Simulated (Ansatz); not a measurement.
# GeAsH2 (doublet): wave-function methods side by side, cc-pVTZ

One table from this session's results is given with a row withheld; the runs are named, their logs left out.

Method: cc-pVTZ, core rule «outside noble gas», up to 28 orbitals frozen; program: Ansatz 0.2.0, Gaussian basis.

Plan: UHF; CCSD(T) on ROHF; CCSD(T) on UHF; BCCD(T) on ROHF; CCSDT(Q) on ROHF; CCSDT(Q) on UHF; CASSCF and MRCISD+Q, 11 electrons in 10 orbitals; CASSCF and NEVPT2, 11 electrons in 10 orbitals.

5 further runs of the same task are left out: 5 set aside as unsound or not needed. Runs told in other sessions of the task aren't counted.

## What is computed

The geometry is a PBE0/def2-TZVP stationary point (not a proven minimum) of the parent state, kept for this charge and spin. No spin-orbit coupling is included. The filled d shell of Ge, As may be among the frozen orbitals whatever the setting's name suggests.

4 atoms, charge 0, spin multiplicity 2.

Atoms are counted from 1 here; the program's logs count them from 0.

Bond lengths: Ge1–As2 2.476 Å, Ge1–H3 1.556 Å, Ge1–H4 1.556 Å. Angles: As2–Ge1–H3 109.5°, As2–Ge1–H4 109.5°, H3–Ge1–H4 105.6°.

Set-up of the first run:

The input, in.yaml:

```yaml
crystal:
  periodic: [false, false, false]
  atoms:
    - {symbol: Ge, position_ang: [0.042430, 0.000000, 1.232357]}
    - {symbol: As, position_ang: [-0.021540, 0.000000, -1.242487]}
    - {symbol: H, position_ang: [-0.728368, 1.239617, 1.771279]}
    - {symbol: H, position_ang: [-0.728367, -1.239618, 1.771279]}
basis:
  gaussian: {orbitals: cc-pVTZ}
magnetization: {spin_polarized: true, initial_magnetization: 1}
hamiltonian: {xc: hf}
output: {orbitals: {seedname: orbitals}}
```

Command:

```
ansatz run in.yaml --threads 1 --pin off --events-out ev --progress --plain --max-ram 2560MiB --backend cpu
```

Steps of the session up to this table: UHF; CCSD(T) on ROHF; CCSD(T) on UHF; BCCD(T) on ROHF; CCSDT(Q) on ROHF; CCSDT(Q) on UHF; CASSCF and MRCISD+Q, 11 electrons in 10 orbitals; CASSCF and NEVPT2, 11 electrons in 10 orbitals.

One table of the session follows, with a row left open; its other results are not shown here.

It belongs to the step «Misses and costs». 

```
          method  from RCCSDT(Q) (kJ/mol)
            ROHF                   +753.7
             UHF                   +638.1
            RMP2                   +150.6
            UMP2                   +144.1
           RCCSD                    +51.9
           UCCSD                    +42.2
        RCCSD(T)                    +10.0
        UCCSD(T)                        ?
         BCCD(T)                    +13.3
          RCCSDT                     +4.8
          UCCSDT                     +4.1
       RCCSDT(Q)                        0
       UCCSDT(Q)                     +0.2
  CASSCF valence                   +495.4
  NEVPT2 valence                   +117.5
  MRCISD valence                    +48.6
MRCISD+Q valence                     +7.1
```

**Question.** Estimate the row for UCCSD(T).

The run gave: from RCCSDT(Q) (kJ/mol): +14.8. In the column «from RCCSDT(Q) (kJ/mol)» it lies between BCCD(T) (+13.3) and UCCSD (+42.2).

To keep in mind: The determinant of HF (⟨S²⟩ 1.65) is far from a pure spin state, so its energy mixes those of several spin states; that is harmless only where they are near-degenerate. The determinant of CCSD(T) (⟨S²⟩ 1.65) is far from a pure spin state, so its energy mixes those of several spin states; high orders of coupled cluster remove much of that, low ones don't. The determinant of CCSDT(Q) (⟨S²⟩ 1.65) is far from a pure spin state, so its energy mixes those of several spin states; high orders of coupled cluster remove much of that, low ones don't. Warnings: spin contamination; large T1 diagnostic. Restricted and unrestricted rows rest on different reference determinants; a gap between their highest levels can come from leftover correlation error, from unlike frozen cores or from another state.
